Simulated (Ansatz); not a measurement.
# CH6ClNOSi: the cost of one run

Method: UKS revPBE-D4/STO-3G, in Ansatz 0.2.0.

## Step 1: Starting point

Bond lengths: Si1–O2 2.066 Å, O2–C3 1.393 Å, Si1–N4 1.655 Å, Si1–H6 1.448 Å, Si1–Cl7 2.016 Å, C3–H8 1.095 Å, C3–H9 1.093 Å, C3–H10 1.093 Å, N4–H11 1.005 Å. Angles: Si1–O2–C3 122.2°, O2–Si1–N4 77.1°, O2–Si1–H6 101.4°, O2–Si1–Cl7 107.1°, N4–Si1–H6 132.6°, N4–Si1–Cl7 118.6°, H6–Si1–Cl7 107.2°, O2–C3–H8 111.8°, O2–C3–H9 109.4°, O2–C3–H10 109.2°, H8–C3–H9 108.6°, H8–C3–H10 109.0°, H9–C3–H10 108.8°, Si1–N4–H11 132.0°.

Structure file:

```xyz
11

Si   -0.4074   -0.3768    1.3325
O    -0.0257   -0.5197   -0.6925
C    -0.2318    0.5480   -1.5627
N     1.2250   -0.6440    1.2830
H     1.0712   -0.6805   -0.0515
H    -1.5423   -1.2648    1.4739
Cl   -1.0692    1.4947    1.6818
H     0.2444    1.4652   -1.2020
H    -1.3044    0.7302   -1.6667
H     0.1793    0.2961   -2.5441
H     1.8609   -1.0483    1.9483
```

## Step 2: Run 1

150 steps of 0.5 fs at constant energy, with velocities drawn for 300 K.

The input, input.yaml:

```yaml
crystal:
  periodic: [false, false, false]
  atoms:
    - { symbol: Si, position_ang: [-0.4074, -0.3768, 1.3325] }
    - { symbol: O, position_ang: [-0.0257, -0.5197, -0.6925] }
    - { symbol: C, position_ang: [-0.2318, 0.548, -1.5627] }
    - { symbol: "N", position_ang: [1.225, -0.644, 1.283] }
    - { symbol: H, position_ang: [1.0712, -0.6805, -0.0515] }
    - { symbol: H, position_ang: [-1.5423, -1.2648, 1.4739] }
    - { symbol: Cl, position_ang: [-1.0692, 1.4947, 1.6818] }
    - { symbol: H, position_ang: [0.2444, 1.4652, -1.202] }
    - { symbol: H, position_ang: [-1.3044, 0.7302, -1.6667] }
    - { symbol: H, position_ang: [0.1793, 0.2961, -2.5441] }
    - { symbol: H, position_ang: [1.8609, -1.0483, 1.9483] }
magnetization:
  spin_polarized: true
basis:
  gaussian: { orbitals: STO-3G }
hamiltonian:
  xc: revpbe
  dispersion: d4
md:
  timestep: 0.5
  n_steps: 150
  ensemble: nve
  temperature: 300.0
  initial_velocities: maxwell_boltzmann
  seed: 219073
```

The run is started by

```console
ansatz run input.yaml --threads 1 --pin off --max-ram 2048MiB --backend cpu --events-out ev --progress --plain --runs-dir out
```

What time and memory should one allow on 1 thread of Intel Xeon at 2.50GHz (Skylake/Cascade Lake), shared host?

About 18 min, with a peak of 0.13 GiB.
